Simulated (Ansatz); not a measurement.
# BCCD(T)/def2-SVP (core potential) run of C2HClFIn (SMILES C#[C][In]([F])[Cl])

Aim: the vertical singlet–triplet gap of C2HClFIn at BCCD(T)/def2-SVP (core potential), from 2 runs. 

The calculation is run with Ansatz 0.2.0.

117 further runs of the same task are left out: 1 that didn't finish, 116 set aside as unsound or not needed.

## (1) The structure to begin with

C2HClFIn has 6 atoms, charge 0, and is taken as a singlet. SMILES: `C#[C][In]([F])[Cl]`. The coordinates come from a PBE0-D4/def2-TZVP relaxation.

Bond lengths: C1–C2 1.206 Å, C2–In3 2.048 Å, In3–F4 1.933 Å, In3–Cl5 2.293 Å, C1–H6 1.067 Å. Angles: C1–C2–In3 179.4°, C2–In3–F4 120.7°, C2–In3–Cl5 127.6°, F4–In3–Cl5 111.7°, C2–C1–H6 179.8°.

## (2) A single-point energy at BCCD(T)/def2-SVP (core potential)

Contents of run.yaml:

```yaml
basis:
  gaussian: {orbitals: def2-SVP}
crystal:
  periodic: [false, false, false]
  atoms:
    - {symbol: C, position_ang: [1.088300, 0.340300, 1.700800]}
    - {symbol: C, position_ang: [0.438900, 0.120100, 0.708700]}
    - {symbol: In, position_ang: [-0.655800, -0.235700, -0.984700]}
    - {symbol: F, position_ang: [-1.773600, -1.806600, -1.123700]}
    - {symbol: Cl, position_ang: [-0.759200, 1.049500, -2.880900]}
    - {symbol: H, position_ang: [1.661500, 0.532400, 2.579900]}
correlation: {method: bccd_t, frozen_orbitals: {C: 1, Cl: 5, F: 1, H: 0, In: 4}}
accuracy: high
scf: {omitted_lower_state_checks: [cluster_reference, increment]}
```

Started as:

```bash
$ ansatz run run.yaml --threads 1 --pin off --max-ram 3480MiB --events-out events.jsonl --progress --plain --runs-dir runs
```

Standard output:

```text
Warning: RAYON_NUM_THREADS=1 ignored (pool sized by the plan → 1); use --threads N
Functional definition: HF
  name "HF"
  exchange = exact_x
  correlation = 0
these checks for a lower state are left out or cut short: cluster_reference, increment
1941 factors; integrals over basis functions are off by at most 3.4e-9 eV
mean field evaluation 1: about -22424.0000 eV, gradient 3.8e1 eV
mean field evaluation 2: about -22424.1311 eV, gradient 3.8e1 eV
mean field evaluation 4: about -22427.4108 eV, gradient 3.0e0 eV
mean field evaluation 8: about -22427.4570 eV, gradient 2.6e-1 eV
mean field evaluation 16: about -22427.4574 eV, gradient 1.0e-8 eV
mean field -22427.45737582 eV, -824.1938566849 hartree, gradient 1.7e-8 eV, S^2 0.000000; 0 other end points of the search recorded, 0 dependent functions left out
12 core orbitals not correlated: weight in the atoms' cores, before any rotation towards them, 1.000 or more for the frozen orbitals, at most 0.000 for the correlated occupied ones
reference -22427.45737582 eV, -824.1938566849 hartree; 18, 18 occupied and 61, 61 virtual orbitals, 1941 factors
second order -17.48769048 eV of doubles, -0.00000000 eV of singles
cycle   1  -17.58521597 eV  change   -9.8e-2 eV  update   1.1e-1
cycle   2  -18.01368476 eV  change   -4.3e-1 eV  update   4.1e-2
cycle   3  -18.13970851 eV  change   -1.3e-1 eV  update   2.4e-2
cycle   4  -18.14511248 eV  change   -5.4e-3 eV  update   7.3e-3
cycle   5  -18.14248719 eV  change    2.6e-3 eV  update   2.7e-3
cycle   6  -18.14379443 eV  change   -1.3e-3 eV  update   9.3e-4
cycle   7  -18.14439536 eV  change   -6.0e-4 eV  update   3.5e-4
cycle   8  -18.14449686 eV  change   -1.0e-4 eV  update   1.1e-4
cycle   9  -18.14454195 eV  change   -4.5e-5 eV  update   4.3e-5
cycle  10  -18.14456781 eV  change   -2.6e-5 eV  update   1.8e-5
cycle  11  -18.14454917 eV  change    1.9e-5 eV  update   8.1e-6
cycle  12  -18.14454678 eV  change    2.4e-6 eV  update   3.2e-6
cycle  13  -18.14454532 eV  change    1.5e-6 eV  update   1.3e-6
cycle  14  -18.14454474 eV  change    5.8e-7 eV  update   4.8e-7
cycle  15  -18.14454464 eV  change    9.7e-8 eV  update   2.1e-7
cycle  16  -18.14454477 eV  change   -1.3e-7 eV  update   7.3e-8
cycle  17  -18.14454471 eV  change    5.8e-8 eV  update   4.2e-8
cycle  18  -18.14454537 eV  change   -6.6e-7 eV  update   1.4e-7
cycle  19  -18.14454535 eV  change    2.3e-8 eV  update   3.9e-8
cycle  20  -18.14454537 eV  change   -2.6e-8 eV  update   1.4e-8
cycle  21  -18.14454539 eV  change   -1.3e-8 eV  update   6.6e-9
cycle  22  -18.14454539 eV  change   -2.9e-9 eV  update   2.6e-9
cycle  23  -18.14454539 eV  change   -1.9e-9 eV  update   1.1e-9
perturbative correction -0.62452839 eV, -0.0229509951 hartree
Total energy: -22446.22644961 eV, -824.8836074244 hartree
Checks for a lower state left out: cluster_reference, increment
```

Wall time 40 s (1 thread of Arm Neoverse V2, shared host); peak memory 0.74 GiB.

## (3) The triplet, same level

run.yaml, as its differences from that of step 2:

```diff
@@ -1,3 +1 @@
-basis:
-  gaussian: {orbitals: def2-SVP}
 crystal:
@@ -11,2 +9,5 @@
     - {symbol: H, position_ang: [1.661500, 0.532400, 2.579900]}
+basis:
+  gaussian: {orbitals: def2-SVP}
+magnetization: {spin_polarized: true, initial_magnetization: 2}
 correlation: {method: bccd_t, frozen_orbitals: {C: 1, Cl: 5, F: 1, H: 0, In: 4}}
```

Started as:

```bash
$ ansatz run run.yaml --threads 1 --pin off --max-ram 3480MiB --events-out events.jsonl --progress --plain --runs-dir runs
```

Standard output:

```text
Warning: RAYON_NUM_THREADS=1 ignored (pool sized by the plan → 1); use --threads N
[... 4 set-up lines as earlier in the session ...]
these checks for a lower state are left out or cut short: cluster_reference, increment
1941 factors; integrals over basis functions are off by at most 3.4e-9 eV
mean field evaluation 1: about -22417.4945 eV, gradient 2.6e1 eV
mean field evaluation 2: about -22417.5275 eV, gradient 2.6e1 eV
mean field evaluation 4: about -22421.0313 eV, gradient 2.6e0 eV
mean field evaluation 8: about -22421.2160 eV, gradient 3.3e-1 eV
mean field evaluation 16: about -22422.8778 eV, gradient 4.2e-1 eV
mean field evaluation 32: about -22423.1790 eV, gradient 1.7e-8 eV
mean field evaluation 64: about -22421.0108 eV, gradient 1.2e-2 eV
mean field evaluation 96: about -22423.1778 eV, gradient 4.8e-2 eV
mean field evaluation 128: about -22423.1788 eV, gradient 5.7e-2 eV
mean field evaluation 160: about -22421.2168 eV, gradient 2.0e-3 eV
mean field -22423.17895980 eV, -824.0366277959 hartree, gradient 1.7e-8 eV, S^2 2.015831; 9 other end points of the search recorded, 0 dependent functions left out
12 core orbitals not correlated: weight in the atoms' cores, before any rotation towards them, 1.000 or more for the frozen orbitals, at most 0.000 for the correlated occupied ones
reference -22423.17895980 eV, -824.0366277959 hartree; 19, 17 occupied and 60, 62 virtual orbitals, 1941 factors
second order -16.09984165 eV of doubles, -0.00000000 eV of singles
cycle   1  -16.66631683 eV  change   -5.7e-1 eV  update   1.1e-1
cycle   2  -17.04587456 eV  change   -3.8e-1 eV  update   4.5e-2
cycle   3  -17.19602635 eV  change   -1.5e-1 eV  update   3.0e-2
cycle   4  -17.20428450 eV  change   -8.3e-3 eV  update   1.5e-2
cycle   5  -17.19868392 eV  change    5.6e-3 eV  update   9.9e-3
cycle   6  -17.20664878 eV  change   -8.0e-3 eV  update   6.3e-3
cycle   7  -17.21468491 eV  change   -8.0e-3 eV  update   3.9e-3
cycle   8  -17.21699620 eV  change   -2.3e-3 eV  update   2.3e-3
cycle   9  -17.21896682 eV  change   -2.0e-3 eV  update   1.4e-3
cycle  10  -17.21969137 eV  change   -7.2e-4 eV  update   7.3e-4
cycle  11  -17.21987858 eV  change   -1.9e-4 eV  update   3.3e-4
cycle  12  -17.22033274 eV  change   -4.5e-4 eV  update   1.7e-4
cycle  13  -17.22040587 eV  change   -7.3e-5 eV  update   8.0e-5
cycle  14  -17.22050706 eV  change   -1.0e-4 eV  update   4.7e-5
cycle  15  -17.22052199 eV  change   -1.5e-5 eV  update   2.5e-5
cycle  16  -17.22051341 eV  change    8.6e-6 eV  update   1.4e-5
cycle  17  -17.22051321 eV  change    2.0e-7 eV  update   8.8e-6
cycle  18  -17.22050995 eV  change    3.3e-6 eV  update   5.7e-6
cycle  19  -17.22051128 eV  change   -1.3e-6 eV  update   3.4e-6
cycle  20  -17.22051280 eV  change   -1.5e-6 eV  update   2.3e-6
cycle  21  -17.22051494 eV  change   -2.1e-6 eV  update   1.6e-6
cycle  22  -17.22051627 eV  change   -1.3e-6 eV  update   1.0e-6
cycle  23  -17.22051698 eV  change   -7.2e-7 eV  update   6.4e-7
cycle  24  -17.22051768 eV  change   -7.0e-7 eV  update   3.8e-7
cycle  25  -17.22051799 eV  change   -3.1e-7 eV  update   2.4e-7
cycle  26  -17.22051809 eV  change   -9.7e-8 eV  update   1.3e-7
cycle  27  -17.22051810 eV  change   -1.2e-8 eV  update   7.5e-8
cycle  28  -17.22051809 eV  change    1.2e-8 eV  update   5.6e-8
cycle  29  -17.22051808 eV  change    1.4e-8 eV  update   4.5e-8
cycle  30  -17.22051848 eV  change   -4.0e-7 eV  update   1.2e-7
cycle  31  -17.22051856 eV  change   -8.3e-8 eV  update   5.6e-8
cycle  32  -17.22051859 eV  change   -2.5e-8 eV  update   3.5e-8
cycle  33  -17.22051860 eV  change   -1.8e-8 eV  update   3.1e-8
cycle  34  -17.22051860 eV  change    3.4e-9 eV  update   2.9e-8
cycle  35  -17.22051860 eV  change   1.7e-10 eV  update   2.8e-8
cycle  36  -17.22051860 eV  change   4.2e-10 eV  update   2.7e-8
cycle  37  -17.22051861 eV  change   -6.6e-9 eV  update   2.5e-8
cycle  38  -17.22051861 eV  change  -2.0e-10 eV  update   2.1e-8
cycle  39  -17.22051861 eV  change   -2.1e-9 eV  update   1.2e-8
cycle  40  -17.22051860 eV  change    5.7e-9 eV  update   6.6e-9
cycle  41  -17.22051860 eV  change    5.6e-9 eV  update   4.0e-9
cycle  42  -17.22051860 eV  change   1.8e-10 eV  update   2.3e-9
perturbative correction -0.53933565 eV, -0.0198202195 hartree
Total energy: -22440.93881404 eV, -824.6892904014 hartree
Checks for a lower state left out: cluster_reference, increment
```

Wall time 4.1 min (1 thread of Arm Neoverse V2, shared host); peak memory 1.6 GiB.

## (4) Outcome

At BCCD(T)/def2-SVP (core potential), 12 core orbitals frozen:

| quantity | value |
| --- | --- |
| singlet: total energy | -824.88361 Eh |
| singlet: correlation energy (12 core orbitals frozen) | -689.8 mEh |
| singlet: (T) correction | -22.95 mEh |
| triplet: total energy | -824.68929 Eh |
| triplet: correlation energy (12 core orbitals frozen) | -652.7 mEh |
| triplet: (T) correction | -19.82 mEh |
| triplet: ⟨S²⟩ of the reference determinant | 2.016 |
| vertical energy of the triplet above the singlet | 5.288 eV |

At this shape the triplet lies 5.29 eV (122 kcal/mol) above the singlet. The triples (singlet) make up 3.3 % of the correlation energy. The triples (triplet) make up 3.0 % of the correlation energy.
